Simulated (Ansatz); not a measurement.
**Relaxation of Cs2Pt**

Wanted: the geometry at rest of Cs2Pt (a known structure type filled with other elements, at an estimated volume), relaxing the atoms in a fixed cell, and its electronic structure there.

All numbers below are computed with Ansatz 0.2.0 (DFT, LDA, spin-orbit coupling, plane waves, PAW).

## (1) Geometry

Symmetry: R-3m, No. 166, trigonal system. Conventional cell: a = 4.318 Å, b = 4.318 Å, c = 19.265 Å, α = 90.00°, β = 90.00°, γ = 120.00°. Around Cs (site symmetry 3m) lie 3 Pt at 2.90 Å. Around Pt (site symmetry -3m) lie 6 Cs at 2.90 Å.

As a file:

```cif
data_structure
_symmetry_space_group_name_H-M 'P 1'
_symmetry_Int_Tables_number 1
_cell_length_a 4.3177
_cell_length_b 4.3177
_cell_length_c 6.8887
_cell_angle_alpha 108.264
_cell_angle_beta 108.264
_cell_angle_gamma 60.000
_cell_volume 103.68
loop_
_atom_site_label
_atom_site_type_symbol
_atom_site_fract_x
_atom_site_fract_y
_atom_site_fract_z
_atom_site_occupancy
Cs1 Cs 0.25600 0.25600 0.76800 1
Cs2 Cs 0.74400 0.74400 0.23200 1
Pt1 Pt 0.00000 0.00000 0.00000 1
```

The first density is read from a saved solution for the starting cell.

## (2) The walk to rest

The input, input.yaml:

```yaml
crystal:
  lattice:
    - [2.158872, 3.739272, 0.0]
    - [-2.158872, 3.739272, 0.0]
    - [0.0, -2.492848, 6.421832]
  atoms:
    - { symbol: Cs, position: [0.256, 0.256, 0.768] }
    - { symbol: Cs, position: [0.744, 0.744, 0.232] }
    - { symbol: Pt, position: [0.0, 0.0, 0.0] }
  symmetry: { tolerance: 0.0003 }
kpoints:
  mp_grid: { grid: [5, 5, 5], shift: [0, 0, 0] }
magnetization:
  noncollinear: true
  spin_orbit: true
scf:
  occupations: { method: gaussian, width: 0.0104 }
  lower_state_search: "off"
hamiltonian:
  pseudopotentials: { kind: paw_fr }
  xc: lda
basis:
  ecutwfc: 420
  fft_grid_basis: typed
relax:
  max_steps: 60
  f_tol: 0.03
output:
  forces: true
  stress: true
  eigenvalues: true
  bader: true
  populations: true
  elf: true
  write_potential: true
  volumetric_format: npy
  dos:
    e_range: [-12, 8]
    de: 0.05
    projected: { site_lists: { Cs: [Cs], Pt: [Pt] } }
    method: { smearing: { sigma: 0.1, scheme: gaussian } }
checkpoint:
  read: saved_state
```

On the command line:

```console
> ansatz run input.yaml --threads 2 --pin off --max-ram 3584MiB --backend cpu --events-out ev --progress --plain --runs-dir out
```

The log of the run (excerpt; [...] marks lines left out):

```text
Warning: crystal.lattice misses the space group found at crystal.symmetry.tolerance 3.0e-4 in a digit that the deck types, which is why this is a warning: making the lattice exact moves one of its numbers by a whole unit of that number's last typed decimal, or more. The operation that it [...]
Warning: output.stress: scf.convergence.dr2_threshold = 1e-7 eV (the SCF's general default) is looser than the 3e-10 eV advised for a printed stress (1e-10 eV for each atom of the cell: 3). What an SCF threshold leaves in a stress goes as its square root, and in the free energy as the [...]
Warning: RAYON_NUM_THREADS=2 ignored (pool sized by the plan → 2); use --threads N
[...]
Pseudopotentials: kind: paw_fr
Pseudopotential: Cs, paw_fr, valence charge 9, recommended cutoff 420 eV (normal), Cs.paw.azcp#standard-fr
Pseudopotential: Pt, paw_fr, valence charge 18, recommended cutoff 420 eV (normal), Pt.paw.azcp#standard-fr
Functional definition: SPW92
[...]
non-collinear run that drives no moment, with spin-orbit: no starting moment large enough to seed its density (crystal.atoms[].spin), no starting occupations that ask for one, no magnetisation constraint and no magnetic field, so the semilocal B_xc is pinned to zero
Crystal: 3 atoms, lattice volume = 103.682 Å³
Basis set: ecut = 420 eV, 2043 PW (Γ)
Bands: 44, of which v1, the nominal top of the filled ones, is band 36 counted from 1 (35 counted from 0)
Symmetry: 12 space group operations + 12 with time reversal
Magnetic group: BNS 166.98 (UNI 1328), of the structure as read, at distance tolerance 1.4e-3 Å
k-points: 19 of 125
Projection manifold: j_resolved (fully-relativistic pseudo-atomic orbitals)
[...]
SCF iter   1: F=—  HF=-23294.974249 eV  |F-HF|=—  |Δ(HF+E_count)|=         —  Δρ=2.35e-3  dr2=2.05e-3  dr2_m=0.00e0 (ungated)  ethr=1.08e-5  |M|=0.00e0 ∫|m|=0.00e0 μB  |m|>n=0.0e0 m-floor=0.0e0 τ_xc=0.0e0  β_m=0.30  ⟨swp⟩=3.2  Hψ=2938  notcnv=0
[...]
spin=Noncollinear: Resta preconditioning applied to the charge; magnetization (m_x, m_y, m_z) channels mix plain (no charge-response kernel on spin).
[...]
relax step   1: F+E_penalty+E_count = -23294.97504057 eV  Δ(F+E_penalty+E_count) = +0.000e0 eV  max|allowed force component| = 1.687e0 eV/Å  Δτ_max = 0.0000 Å  (6 SCF iters, accepted)
Projection manifold: j_resolved (fully-relativistic pseudo-atomic orbitals)
[...]
spin=Noncollinear: Resta preconditioning applied to the charge; magnetization (m_x, m_y, m_z) channels mix plain (no charge-response kernel on spin).
[...]
SCF iter   5: F=—  HF=-23295.431328 eV  |F-HF|=—  |Δ(HF+E_count)|=   1.31e-4  Δρ=1.52e-4  dr2=6.52e-5  dr2_m=0.00e0 (ungated)  ethr=2.17e-6  |M|=0.00e0 ∫|m|=0.00e0 μB  |m|>n=0.0e0 m-floor=0.0e0 τ_xc=0.0e0  β_m=0.88  ⟨swp⟩=2.3  Hψ=637  notcnv=0  defer=66
```

## (3) The log goes on

The log, continued (excerpt; [...] marks lines left out):

```text
SCF iter   6: F=-23295.431319 eV  HF=-23295.431319 eV  |F-HF|=9.61e-8  |Δ(HF+E_count)|=   9.34e-6  Δρ=5.33e-5  dr2=3.26e-6  dr2_m=0.00e0 (ungated)  ethr=1.81e-7  |M|=0.00e0 ∫|m|=0.00e0 μB  |m|>n=0.0e0 m-floor=0.0e0 τ_xc=0.0e0  ⟨swp⟩=16.8  Hψ=4003  notcnv=0
[...]
relax step   2: F+E_penalty+E_count = -23295.43131864 eV  Δ(F+E_penalty+E_count) = -4.563e-1 eV  max|allowed force component| = 6.434e-1 eV/Å  Δτ_max = 0.1950 Å  (6 SCF iters, dr2 threshold 1.00e-4 eV, accepted)
[...]
relax step   3: F+E_penalty+E_count = -23295.50460957 eV  Δ(F+E_penalty+E_count) = -7.329e-2 eV  max|allowed force component| = 3.547e-4 eV/Å  Δτ_max = 0.1126 Å  (5 SCF iters, dr2 threshold 2.59e-5 eV, accepted)
[...]
relax step   4: F+E_penalty+E_count = -23295.50461389 eV  Δ(F+E_penalty+E_count) = -4.311e-6 eV  max|allowed force component| = 1.152e-3 eV/Å  Δτ_max = 0.0000 Å  (5 SCF iters, accepted)
[...]
--- Band table (eV; the first three rows and the last of 19) ---
[...]
--- Relaxed structure (4 steps of the walk, 4 accepted, 0 SCFs on fresh bases) ---
  F+E_penalty+E_count = -23295.50461389 eV   max|allowed force component| = 1.152e-3 eV/Å
  atoms:
    - { symbol: Cs, position: [0.24003582032572227, 0.24003582032572227, 0.7201074609771668] }
    - { symbol: Cs, position: [0.7599641796742775, 0.7599641796742775, 0.27989253902283306] }
    - { symbol: Pt, position: [3.2396347302246204e-35, 7.204526215094671e-35, 1.1246726743491116e-51] }
--- Löwdin populations: 3 sites ---
  site symbol       q [e]
     0     Cs      8.2119
     1     Cs      8.2119
     2     Pt     19.0742
  spilling = 0.013946 (of n_electrons = 36.000000)
--- Bader charges: 3 sites ---
  site symbol  charge [e]  shift [e]  m_x [muB]  m_y [muB]  m_z [muB]
     0     Cs      0.5554     0.0000     0.0000     0.0000     0.0000
     1     Cs      0.5554     0.0000     0.0000     0.0000     0.0000
     2     Pt     -1.1109     0.0000     0.0000     0.0000     0.0000
  estimated error of the sums over rays = 2.6e-4 e
```

Wall time 49 s (2 threads, shared host); peak memory 0.65 GiB.

Step by step:

```
step  energy from step 1 (eV/cell)  largest force component (eV/Å)
   1                        0.0000                          1.6873
   2                       -0.4563                          0.6434
   3                       -0.5296                          0.0004
   4                       -0.5296                          0.0012
```

Step 1 is the start. Step 4 solves the same geometry again.

The largest move, 0.31 Å, is shared by several atoms, Cs1 among them.

## (4) Total and projected density of states

Counts of states in windows (eV from the Fermi level; Gaussian smearing of 0.1 eV), total and projected:

```
from    to  total  Cs s  Cs p  Pt s  Pt d
-9.0  -8.0   6.10  0.09  5.77  0.09  0.13
-8.0  -7.0   1.38  0.01  1.34  0.00  0.04
-7.0  -6.0   0.00  0.00  0.00  0.00  0.00
-6.0  -5.0   0.00  0.00  0.00  0.00  0.00
-5.0  -4.0   0.00  0.00  0.00  0.00  0.00
-4.0  -3.0   0.00  0.00  0.00  0.00  0.00
-3.0  -2.0   2.21  0.03  0.03  0.02  2.04
-2.0  -1.0   3.70  0.23  0.12  0.30  2.91
-1.0   0.0   6.09  0.21  0.26  0.97  4.40
 0.0   1.0   0.22  0.15  0.01  0.00  0.00
 1.0   2.0   1.82  0.86  0.06  0.07  0.06
 2.0   3.0   2.06  0.49  0.03  0.08  0.04
```

On the mesh the valence top lies at -0.43 eV and the conduction bottom at 0.43 eV on this scale.

## (5) Charges

Gathered by element (positive charge: electrons given up): Löwdin charges also hold the electrons that the projection spills.

```
element  atoms  Bader charge (e)  Bader volume (Å³)  Löwdin charge (e)
     Cs      2             +0.56               35.2              +0.79
     Pt      1             -1.11               33.3              -1.07
```

Löwdin charges rest on a small set of atomic orbitals that misses 1.4 % of the electrons, so they need not add up to the cell's charge and can differ from Bader's even in sign.

## (6) Maps of the fields

Maps in the plane spanned by a and b at height 0.720 along c (axes of the input's cell), one cell: a runs left to right (13 points from zero), b bottom to top (13 points), 60° apart. Near the nuclei they are pseudo-fields.

Valence density. Ten steps from '0' (0.00 e/Å³) to '9' (1.16 e/Å³), finer at the low end (step k begins (100^(k/10) - 1)/99 of the way up):
```
4456777654444
4434455543344
4433333333334
4443222222334
6654322112345
7877542112356
9999864222357
9999986422357
9987998532347
8980799743346
7998899754335
5799999864444
4578999764444
```

ELF less spin currents. Ten even steps from '0' (0.00) to '9' (0.89):
```
2115898621123
2101255310122
1110001100011
1100000000001
3331000000012
8887510000136
9999972000158
9867997100059
9810599500028
9920079710015
6982169830101
2799889831111
1269999831122
```

Atoms within 0.2 Å of the plane, in fractions of a and b: Cs at (0.24, 0.24).

Scans along the contacts give these minima of the density:

```
contact  length (Å)  minimum at (fraction)  density (e/Å³)  ELF less spin currents
Cs1–Pt3       3.073                   0.50           0.233                    0.19
```

```
fraction  Cs1–Pt3
     0.2     1.11
     0.3    0.868
     0.4    0.373
     0.5    0.233
     0.6    0.387
     0.7     1.24
     0.8     4.99
```

(Smooth valence density in e/Å³ at fractions of each contact.)

## (7) Summary of results

```
                            quantity                 value
                               moves                     2
                       energy gained        176.5 meV/atom
                        largest move           0.31 Å (Cs)
space group (0.01 Å), before / after           R-3m / R-3m
     pressure left in the fixed cell               3.1 GPa
                          gap (mesh)     0.86 eV, indirect
                    least direct gap               1.20 eV
                       Bader charges  Cs +0.56, Pt -1.11 e
                             moments                  none
```

In the fixed cell the largest move of an atom is 0.31 Å; the energy fell by 176.5 meV per atom. The fixed cell still holds a mean pressure of 3.1 GPa, so it would expand if let free. With 12 symmetry operations imposed, the end may be a saddle point towards distortions that break them. It is gapped: 0.86 eV, with the least direct gap at 1.20 eV. A semilocal functional usually gives too small a gap. No moment forms. No starting moment was given, so this is set by the input, not found. By Bader's partition Cs gives up most (+0.56 e) and Pt takes most (-1.11 e).

Caveats: the SCF threshold is loose for a stress.
